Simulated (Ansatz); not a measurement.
# Al2Cu3: the cost of one run

Computed with Ansatz 0.2.0 (DFT PBE, scalar-relativistic, plane waves, PAW, unless a step's input says otherwise).

## (1) Starting point

Symmetry: R-3m, No. 166, trigonal system. The conventional cell has a = 4.168 Å, b = 4.168 Å, c = 12.996 Å, α = 90.00°, β = 90.00°, γ = 120.00°. Al (site symmetry 3m) has 10 Cu at 2.54 to 2.98 Å and 4 Al at 2.68 to 2.92 Å as nearest neighbours. Cu (site symmetry 3m) is surrounded by 4 Cu at 2.55 to 2.58 Å and 4 Al at 2.58 Å. Around Cu (site symmetry -3m) lie 6 Al at 2.54 Å and 2 Cu at 2.58 Å.

Structure file:

```cif
data_structure
_symmetry_space_group_name_H-M 'R-3m:H'
_symmetry_Int_Tables_number 166
_cell_length_a 4.1679
_cell_length_b 4.1679
_cell_length_c 12.9959
_cell_angle_alpha 90.000
_cell_angle_beta 90.000
_cell_angle_gamma 120.000
_cell_volume 195.51
loop_
_atom_site_label
_atom_site_type_symbol
_atom_site_symmetry_multiplicity
_atom_site_Wyckoff_symbol
_atom_site_fract_x
_atom_site_fract_y
_atom_site_fract_z
_atom_site_occupancy
Al1 Al 6 c 0.00000 0.00000 0.89700 1
Cu1 Cu 6 c 0.33333 0.66667 0.96811 1
Cu2 Cu 3 b 0.66667 0.33333 0.83333 1
```

The cell was relaxed beforehand at this level, from a generated guess; it needn't be the stable form of this composition. At a tolerance of 0.05 Å it has space group R-3m (No. 166); it has 13.03 Å³/atom, an uncorrected energy of -0.17 eV/atom over the elements.

## (2) Electronic structure at the relaxed geometry

input.yaml reads:

```yaml
crystal:
  lattice:
    - [2.0839596693, 1.203174676, 4.3319794125]
    - [-2.0839596693, 1.203174676, 4.3319794125]
    - [0.0, -2.4063493521, 4.3319794125]
  atoms:
    - { symbol: Al, position: [0.8969959021, 0.8969959021, 0.8969959021] }
    - { symbol: Al, position: [0.1030040979, 0.1030040979, 0.1030040979] }
    - { symbol: Cu, position: [0.3014438347, 0.3014438347, 0.3014438347] }
    - { symbol: Cu, position: [0.6985561653, 0.6985561653, 0.6985561653] }
    - { symbol: Cu, position: [0.5, 0.5, 0.5] }
basis:
  ecutwfc: 420
kpoints:
  mp_grid: { grid: [12, 12, 12] }
  band_path:
    path:
      - [[0.0, 0.0, 0.0], [0.5, 0.5, 0.5], [0.78190608, 0.21809392, 0.5]]
      - [[0.5, -0.21809392, 0.21809392], [0.5, 0.0, 0.0], [0.0, 0.0, 0.0], [0.35904696, -0.35904696, 0.0]]
      - [[0.64095304, 0.0, 0.35904696], [0.5, 0.0, 0.5], [0.0, 0.0, 0.0]]
    npoints: 14
hamiltonian:
  xc: pbe
scf:
  occupations: { method: gaussian, width: 0.1 }
  n_extra_bands: 12
output:
  forces: true
  stress: true
  eigenvalues: true
  populations: true
  dos: { projected: true, de: 0.02, nscf_kmesh: { grid: [15, 15, 15] } }
  bader: true
```

The run is started by

```bash
$ ansatz run input.yaml --threads 1 --pin off --max-ram 2560MiB --backend cpu --events-out ev --progress --plain --runs-dir out
```

**Question.** How long does this run take on 1 thread of Intel Xeon at 2.50GHz (Skylake/Cascade Lake), shared host, and how much memory does it need?

About 4.7 min, with a peak of 0.85 GiB.
